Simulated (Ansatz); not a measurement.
# AlBF₂H₂O: a ladder of functionals and wavefunction methods

The task here is to estimate one member of a computed series from the others.

The runs use Ansatz 0.2.0, Gaussian basis; functionals in def2-TZVPP, the program's frozen cores in correlated methods.

Levels to be run: LDA (SPW92), PBE-D4, revPBE-D4, BLYP-D4, r2SCAN-D4, B97M-V, PBE0-D4, B3LYP-D4, r2SCANh-D4, r2SCAN0-D4, HSE06-D4, BHLYP-D4, CAM-B3LYP-D4, LC-ωPBE, ωB97X-V, ωB97M-V, B2PLYP, PBE-QIDH; CCSD(T)/def2-SVP; CCSD(T)/def2-TZVPP; MP2/def2-QZVPP; extrapolation to the limit; RPA on PBE.

## Structure used throughout

The geometry comes from an earlier relaxation with PBE0-D4 in a triple-zeta def2 set; it is a stationary point, not always the lowest conformer.

SMILES `O[B](F)[AlH][F]`, 7 atoms, charge 0, spin multiplicity 1.

Atoms are counted from 1 here; the program's logs count them from 0.

Bond lengths: O1–B2 1.351 Å, O1–H6 0.961 Å, B2–F3 1.331 Å, B2–Al4 2.153 Å, Al4–F5 1.661 Å, Al4–H7 1.580 Å. Angles: B2–O1–H6 113.4°, O1–B2–F3 115.5°, O1–B2–Al4 122.4°, F3–B2–Al4 122.1°, B2–Al4–F5 111.0°, B2–Al4–H7 132.2°, F5–Al4–H7 116.8°.

Set-up of the first run:

Contents of in.yaml:

```yaml
crystal:
  periodic: [false, false, false]
  atoms:
    - {symbol: O, position_ang: [0.462323, -0.166470, 1.769031]}
    - {symbol: B, position_ang: [0.511791, -0.675564, 0.519094]}
    - {symbol: F, position_ang: [1.170834, -1.824803, 0.394489]}
    - {symbol: Al, position_ang: [-0.411452, 0.301592, -1.162145]}
    - {symbol: F, position_ang: [-1.152669, 1.713102, -0.697832]}
    - {symbol: H, position_ang: [-0.019895, 0.662342, 1.825023]}
    - {symbol: H, position_ang: [-0.499632, -0.078199, -2.693261]}
basis:
  gaussian: {orbitals: def2-TZVPP}
hamiltonian: {xc: lda}
output: {orbitals: {seedname: orbitals}}
```

Started as:

```console
ansatz run in.yaml --threads 2 --pin off --events-out ev --progress --plain --max-ram 4352MiB
```

Steps of the session up to this table: LDA; PBE-D4 (GGA); revPBE-D4 (GGA); BLYP-D4 (GGA); r2SCAN-D4 (meta-GGA); B97M-V (meta-GGA); PBE0-D4 (hybrid); B3LYP-D4 (hybrid); r2SCANh-D4 (hybrid); r2SCAN0-D4 (hybrid); HSE06-D4 (hybrid); BHLYP-D4 (hybrid); CAM-B3LYP-D4 (range-separated); LC-ωPBE (range-separated); ωB97X-V (range-separated); ωB97M-V (range-separated); B2PLYP (double hybrid); PBE-QIDH (double hybrid).

One of the session's tables, all rows but one given; the rest of the session is left out.

It belongs to the step «Orbital energies across the functionals». 

```
  functional  HOMO (eV)  LUMO (eV)  gap (eV)
 LDA (SPW92)      -6.76      -3.13      3.63
      PBE-D4      -6.64      -2.89      3.75
   revPBE-D4      -6.58      -2.79      3.79
     BLYP-D4      -6.56      -2.77      3.78
   r2SCAN-D4      -6.91      -2.69      4.22
      B97M-V      -6.96      -2.86      4.10
     PBE0-D4      -7.96      -2.12      5.83
    B3LYP-D4      -7.77      -2.33      5.44
  r2SCANh-D4      -7.40      -2.41      4.99
  r2SCAN0-D4      -8.13      -2.01      6.13
    HSE06-D4      -7.55      -2.50      5.06
    BHLYP-D4      -9.23      -1.35      7.88
CAM-B3LYP-D4          ?          ?         ?
     LC-ωPBE     -10.66      -0.02     10.64
     ωB97X-V     -10.32      -0.12     10.19
     ωB97M-V     -10.10      -0.36      9.74
```

Q: Estimate the row for CAM-B3LYP-D4 from the others.

**Answer.** HOMO (eV): -9.36; LUMO (eV): -1.15; gap (eV): 8.22. In the column «HOMO (eV)» it lies between ωB97M-V (-10.10) and BHLYP-D4 (-9.23).
